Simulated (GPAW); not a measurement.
# MgCoGe (P4/nmm) in GPAW: reference runs

Reference runs on MgCoGe: the cell as given.

Everything below comes from runs of GPAW 26.7.0. Logs are shortened: lines on timing, memory, paths and dates and some standing lists are left out, and cuts for length are marked. The log counts tension as positive stress, the text compression.

## 1. Starting point

Symmetry: P4/nmm, No. 129, tetragonal system. The conventional cell has a = 3.860 Å, b = 3.860 Å, c = 6.107 Å, α = 90.00°, β = 90.00°, γ = 90.00°. Ge (site symmetry 4mm) is surrounded by 4 Co at 2.37 Å. Around Co (site symmetry -4m2) lie 4 Ge at 2.37 Å. Mg (site symmetry 4mm) is surrounded by 4 Co at 2.74 Å and 5 Ge at 2.79 to 2.80 Å.

The cell comes from a database or a generator and needn't be the stable form of this composition.

## 2. Single point, PBEsol, collinear spin, ferromagnetic start

Input file run.py:

```python
from ase import Atoms
from ase.dft.bandgap import bandgap
from ase.io import write
from ase.units import Bohr, GPa
from gpaw import GPAW, PW, setup_paths
from gpaw.elf import elf_from_dft_calculation

setup_paths.insert(0, '.')

atoms = Atoms(['Ge', 'Ge', 'Co', 'Co', 'Mg', 'Mg'],
              cell=[[3.85971018, 0.0, 0.0],
                    [0.0, 3.85971018, 0.0],
                    [0.0, 0.0, 6.10747977]],
              scaled_positions=[[0.5, 0.0, 0.22438618],
                                [0.0, 0.5, 0.77561382],
                                [0.5, 0.5, 0.0],
                                [0.0, 0.0, 0.0],
                                [0.5, 0.0, 0.68261112],
                                [0.0, 0.5, 0.31738888]],
              pbc=True)
atoms.set_initial_magnetic_moments([0.0, 0.0, 2.0, 2.0, 0.0, 0.0])

calc = GPAW(mode=PW(800),
            xc='PBEsol',
            kpts={'size': (7, 7, 5), 'gamma': True},
            occupations={'name': 'fermi-dirac', 'width': 0.05},
            nbands=42,
            convergence={'density': 1e-05, 'energy': 1e-05},
            maxiter=150,
            txt='gpaw.txt')
atoms.calc = calc
energy = atoms.get_potential_energy()
forces = atoms.get_forces()
stress = atoms.get_stress()
calc.write('gs.gpw')
write('result.traj', atoms)
print(f'Energy: {energy:.6f} eV')
print('Forces (eV/A):')
print(forces.round(4))
print('Stress (GPa):', (stress / GPa).round(3))
print('Moments:', calc.get_magnetic_moments().round(3))
print('Fermi level:', round(calc.get_fermi_level(), 4), 'eV')
print(f'Gap: {bandgap(calc)[0]:.4f} eV, direct: {bandgap(calc, direct=True)[0]:.4f} eV')

# fields on the real-space grid
write('density.cube', atoms, data=calc.get_pseudo_density() * Bohr**3)
write('potential.cube', atoms, data=calc.get_electrostatic_potential())
write('spin.cube', atoms, data=(calc.get_pseudo_density(spin=0) - calc.get_pseudo_density(spin=1)) * Bohr**3)
write('elf.cube', atoms, data=elf_from_dft_calculation(calc).data)
```

Potentials or basis: PAW data sets generated in the run's folder for this functional, pw.

Launch:

```bash
$ gpaw-setup -f PBEsol Co Ge Mg
$ OMP_NUM_THREADS=1 python run.py
```

gpaw.txt:

```text
__  _  _
 | _ |_)|_||  |
 |__||  | ||/\| - 26.7.0

Input parameters:
  mode=PW(ecut=800.0),
  convergence={'density': 1e-05, 'energy': 1e-05},
  kpts=MonkhorstPack(size=(7, 7, 5), gamma=True),
  maxiter=150,
  nbands=42,
  occupations=Occupations(name='fermi-dirac', width=0.05),
  xc=XC(name='PBEsol')

Diagonalizing LCAO Hamiltonian
Converting LCAO to pw mode
   .--------.
  /|        |
 * |        |
 |Ge        |
 | |        |
 | | Mg     |
 |Mg        |
 | |        |
 | .-Ge-----.
 |/   Co   /
 Co-------*

Atoms  # Å, Bohr magnetons
|   | symbol |        x |        y |        z |    initial magnetic moments |
|---|--------|----------|----------|----------|-----------------------------|
| 0 |     Ge | 1.929855 | 0.000000 | 1.370434 | ( 0.0000,  0.0000,  0.0000) |
| 1 |     Ge | 0.000000 | 1.929855 | 4.737046 | ( 0.0000,  0.0000,  0.0000) |
| 2 |     Co | 1.929855 | 1.929855 | 0.000000 | ( 0.0000,  0.0000,  2.0000) |
| 3 |     Co | 0.000000 | 0.000000 | 0.000000 | ( 0.0000,  0.0000,  2.0000) |
| 4 |     Mg | 1.929855 | 0.000000 | 4.169034 | ( 0.0000,  0.0000,  0.0000) |
| 5 |     Mg | 0.000000 | 1.929855 | 1.938446 | ( 0.0000,  0.0000,  0.0000) |

Unit cell  # Å
| periodic |        x |        y |        z |  lengths |    angles |
|----------|----------|----------|----------|----------|-----------|
|      yes | 3.859710 | 0.000000 | 0.000000 | 3.859710 | 90.000000 |
|      yes | 0.000000 | 3.859710 | 0.000000 | 3.859710 | 90.000000 |
|      yes | 0.000000 | 0.000000 | 6.107480 | 6.107480 | 90.000000 |

Number of symmetries: 8
Symmetry operations  # r_c * U_cc + t_c -> r_c
|   | kind |            matrix            |
|---|------|------------------------------|
| 0 |  E   |  1, 0, 0,  0, 1, 0,  0, 0, 1 |
| 1 |  σ   |  1, 0, 0,  0,-1, 0,  0, 0, 1 |
| 2 |  C2  |  0, 1, 0,  1, 0, 0,  0, 0,-1 |
| 3 |  S4  |  0, 1, 0, -1, 0, 0,  0, 0,-1 |
| 4 |  S4  |  0,-1, 0,  1, 0, 0,  0, 0,-1 |
| 5 |  C2  |  0,-1, 0, -1, 0, 0,  0, 0,-1 |
| 6 |  σ   | -1, 0, 0,  0, 1, 0,  0, 0, 1 |
| 7 |  C2  | -1, 0, 0,  0,-1, 0,  0, 0, 1 |

BZ-sampling:
  Number of BZ points: 245
  Number of IBZ points: 30

  Monkhorst-Pack size: [7, 7, 5]
  Monkhorst-Pack shift: [0, 0, 0]

K-points  # in reciprocal-cell coordinates
|     |                                coordinates |     weight |
|-----|--------------------------------------------|------------|
|   0 | (  0.00000000,   0.00000000,   0.00000000) | 0.00408163 |
|   1 | (  0.00000000,   0.00000000,   0.20000000) | 0.00816327 |
|   2 | (  0.00000000,   0.00000000,   0.40000000) | 0.00816327 |
|   3 | (  0.14285714,   0.00000000,   0.00000000) | 0.01632653 |
|   4 | (  0.14285714,   0.00000000,   0.20000000) | 0.03265306 |
|   5 | (  0.14285714,   0.00000000,   0.40000000) | 0.03265306 |
|   6 | (  0.14285714,   0.14285714,   0.00000000) | 0.01632653 |
|   7 | (  0.14285714,   0.14285714,   0.20000000) | 0.03265306 |
|   8 | (  0.14285714,   0.14285714,   0.40000000) | 0.03265306 |
|   9 | (  0.28571429,   0.00000000,   0.00000000) | 0.01632653 |
| ... |                                            |            |
|  29 | (  0.42857143,   0.42857143,   0.40000000) | 0.03265306 |

Plane wave coefficients: 4704
Cutoff: 800.0 eV

Spin-components: 2 (collinear spins)
Bands:           42
Projectors:      32
Spin-degeneracy: 1
Datatype:        complex128

Parallelization:
  kpt:    1
  domain: 1
  band:   1

Density:
  Valence electrons: 46.0
  Components: 2
  Grid points: [27 27 40]
  Charge: 0.0  # |e|

Potential:
  Grid points: [27 27 40]

species:
  Ge:
    name:    Germanium
    Z:       32.0
    valence: 4
    core:    28
    charge:  0.0  # [|e|]
    compensation charges:
      type: gauss
      rc: 0.32  # [Å]
      lmax: 2
    cutoffs:
      filter: 1.77  # [Å]
      core: 3.42  # [Å]
    projectors
    | kind |    occ | energy [eV] | rcut [Å] |
    |------|--------|-------------|----------|
    |   4s |  2.000 |     -11.738 |    1.005 |
    |   4p |  2.000 |      -3.898 |    1.005 |
    |    s |        |      15.473 |    1.005 |
    |    p |        |      23.314 |    1.005 |
    |    d |        |       0.000 |    1.005 |

    Using partial waves for Ge as LCAO basis

  Co:
    name:    Cobalt
    Z:       27.0
    valence: 9
    core:    18
    charge:  0.0  # [|e|]
    compensation charges:
      type: gauss
      rc: 0.32  # [Å]
      lmax: 2
    cutoffs:
      filter: 1.87  # [Å]
      core: 2.55  # [Å]
    projectors
    | kind |    occ | energy [eV] | rcut [Å] |
    |------|--------|-------------|----------|
    |   4s |  2.000 |      -5.488 |    1.005 |
    |   4p |  0.000 |      -1.248 |    1.058 |
    |   3d |  7.000 |      -8.230 |    1.005 |
    |    s |        |      21.723 |    1.005 |
    |    p |        |      25.963 |    1.058 |
    |    d |        |      18.981 |    1.005 |

    Using partial waves for Co as LCAO basis

  Mg:
    name:    Magnesium
    Z:       12.0
    valence: 10
    core:    2
    charge:  0.0  # [|e|]
    compensation charges:
      type: gauss
      rc: 0.33  # [Å]
      lmax: 2
    cutoffs:
      filter: 1.86  # [Å]
      core: 0.54  # [Å]
    projectors
    | kind |    occ | energy [eV] | rcut [Å] |
    |------|--------|-------------|----------|
    |   2s |  2.000 |     -79.588 |    1.090 |
    |   3s |  2.000 |      -4.679 |    1.090 |
    |   2p |  6.000 |     -46.550 |    1.085 |
    |   3p |  0.000 |      -1.306 |    1.085 |
    |    d |        |       0.000 |    1.037 |

    Using partial waves for Mg as LCAO basis

Reference energy: -200724.611523  # eV

eigensolver:
  PPCG
  Converge bands: occupied
  niter=2

density mixing:
  MSR1-Mixer
  Pratt-step length: 0.05
  Maximum mixing coefficient: 0.75
  Old densities: 10
  SVD Regularization: 0.005
  Good broyden scale: 1.0
  Trust region scale: 1.0
  Backstep threshold: 4.0
  History deletion threshold: 6.0
  Fourier metric: weight=20.0, sigma=0.015

occupation numbers:
  Fermi-Dirac:
    width: 0.0500  # eV

poisson solver:
  ecut: 6400.0  # eV

xc functional:
  name: PBEsol with 2 nearest neighbor stencil

convergence criteria:
- Maximum integral of absolute [dens]ity change: 1e-05 electrons / valence electron
- Maximum [total energy] change in last 3 cyles: 1e-05 eV / valence electron
- Maximum integral of absolute [eigenst]ate change: 4e-08 eV^2 / valence electron
maximum number of iterations: 150

SCF iterations
|iter     | |      energy | eigst |  dens |  magmom |
|---------|-|-------------|-------|-------|---------|
|iter:   1| |  -35.630277 | +0.48 |       |  +4.0099|
|iter:   2| |  -33.784430 | -1.41 | -0.79 |  +3.8731|
|iter:   3| |  -33.038970 | -1.91 | -0.94 |  +3.4864|
|iter:   4| |  -33.096658 | -2.13 | -1.15 |  +2.9577|
|iter:   5| |  -33.184314 | -2.46 | -1.25 |  +2.2053|
|iter:   6| |  -33.330225 | -2.55 | -1.54 |  +1.2788|
|iter:   7| |  -33.410752 | -2.75 | -1.62 |  +0.4078|
|iter:   8| |  -33.722899 | -2.14 | -1.77 |  -0.3247|
|iter:   9| |  -33.438818 | -2.26 | -1.44 |  -0.2418|
|iter:  10| |  -33.436263 | -3.65 | -1.85 |  +0.0750|
|iter:  11| |  -33.438470 | -4.05 | -2.47 |  -0.0144|
|iter:  12| |  -33.438842 | -4.97 | -2.83 |  -0.0095|
|iter:  13| |  -33.438937 | -5.76 | -3.24 |  +0.0014|
|iter:  14| |  -33.438956c| -6.03 | -3.77 |  +0.0007|
|iter:  15| |  -33.438962c| -7.24 | -4.11 |  -0.0004|
|iter:  16| |  -33.438959c| -7.95c| -4.39 |  +0.0001|
|iter:  17| |  -33.438960c| -7.98c| -4.71 |  -0.0001|
|iter:  18| |  -33.438959c| -8.48c| -5.21c|  -0.0000|

Converged in 18 steps
Energy contributions relative to reference atoms: (reference = -200724.611523)

Energy contributions:
  Kinetic:          53.382538
  Coulomb:         -40.738672
  Zero:             -0.245936
  External:          0.000000
  Xc:              -45.825920
  Entropy:          -0.021937
  Spinorbit:         0.000000
  ----------------------------
  Free energy:     -33.449928
  Extrapolated:    -33.438959

dipole moment: (-28.513388, -28.513388, -32.867503)  # |e|*Ang

Total magnetic moment: (0.000000, 0.000000, -0.000038)

Local magnetic moments
|        x |        y |         z |
|----------|----------|-----------|
| 0.000000 | 0.000000 | -0.000013 |  # Ge   0
| 0.000000 | 0.000000 | -0.000013 |  # Ge   1
| 0.000000 | 0.000000 |  0.000126 |  # Co   2
| 0.000000 | 0.000000 | -0.000098 |  # Co   3
| 0.000000 | 0.000000 |  0.000004 |  # Mg   4
| 0.000000 | 0.000000 |  0.000004 |  # Mg   5

Fermi level: 7.710
Eigenvalues  # (at kpt = [0.000, 0.000, 0.000])
| band index |      eig [eV] | occ [0-1] |      eig [eV] | occ [0-1] |
|------------|---------------|-----------|---------------|-----------|
|          0 |       -67.844 |     1.000 |       -67.844 |     1.000 |
|        ... |               |           |               |           |
|         15 |         5.700 |     1.000 |         5.700 |     1.000 |
|         16 |         5.700 |     1.000 |         5.700 |     1.000 |
|         17 |         6.241 |     1.000 |         6.241 |     1.000 |
|         18 |         6.279 |     1.000 |         6.279 |     1.000 |
|         19 |         7.013 |     1.000 |         7.013 |     1.000 |
|         20 |         7.013 |     1.000 |         7.013 |     1.000 |
[... 8 lines left out ...]
|         29 |        12.261 |     0.000 |        12.261 |     0.000 |
|         30 |        12.647 |     0.000 |        12.647 |     0.000 |
|        ... |               |           |               |           |
|         41 |        22.183 |     0.000 |        22.183 |     0.000 |

No gap
No difference between direct/indirect transitions

Forces  # eV/Ang
|       x |       y |        z |
|---------|---------|----------|
| 0.00000 | 0.00000 | -0.00116 |  # Ge   0
| 0.00000 | 0.00000 |  0.00116 |  # Ge   1
| 0.00000 | 0.00000 |  0.00000 |  # Co   2
| 0.00000 | 0.00000 |  0.00000 |  # Co   3
| 0.00000 | 0.00000 | -0.10417 |  # Mg   4
| 0.00000 | 0.00000 |  0.10417 |  # Mg   5

Stress tensor  # eV/Ang^3
|        x |        y |         z |
|----------|----------|-----------|
| 0.001634 | 0.000000 |  0.000000 |
| 0.000000 | 0.001634 |  0.000000 |
| 0.000000 | 0.000000 | -0.000975 |

# Writing to gs.gpw (mode='')
```

It took 5.6 min on 1 thread of Arm Neoverse V2, shared host; peak memory 0.44 GiB.

What came out:

```
Free energy            : -33.4499 eV
Pressure               : -0.1 GPa
Largest force          : 0.104 eV/Å
Band gap on the k mesh : none (metal or under the smearing width)
Net moment             : 0.00 μB per cell
```

Forces in eV/Å, atoms in the order of the input:
```
Ge   0.000  0.000 -0.001
Ge   0.000  0.000  0.001
Co   0.000  0.000  0.000
Co   0.000  0.000  0.000
Mg   0.000  0.000 -0.104
Mg   0.000  0.000  0.104
```

Stress tensor (GPa, compression positive):
```
-0.26  0.00  0.00
 0.00 -0.26  0.00
 0.00  0.00  0.16
```

Levels at points of the mesh, in eV from the Fermi level:
Spin up:
```csv
k point,band 21,band 22,band 23,band 24,band 25,band 26
"(0.00, 0.00, 0.00)",-0.70,-0.55,-0.06,1.43,3.05,3.36
```
Spin down:
```tsv
k point	band 21	band 22	band 23	band 24	band 25	band 26
(0.00, 0.00, 0.00)	-0.70	-0.55	-0.06	1.43	3.05	3.36
```

Caveat: the starting moments collapsed, and a magnetic state may lie lower.
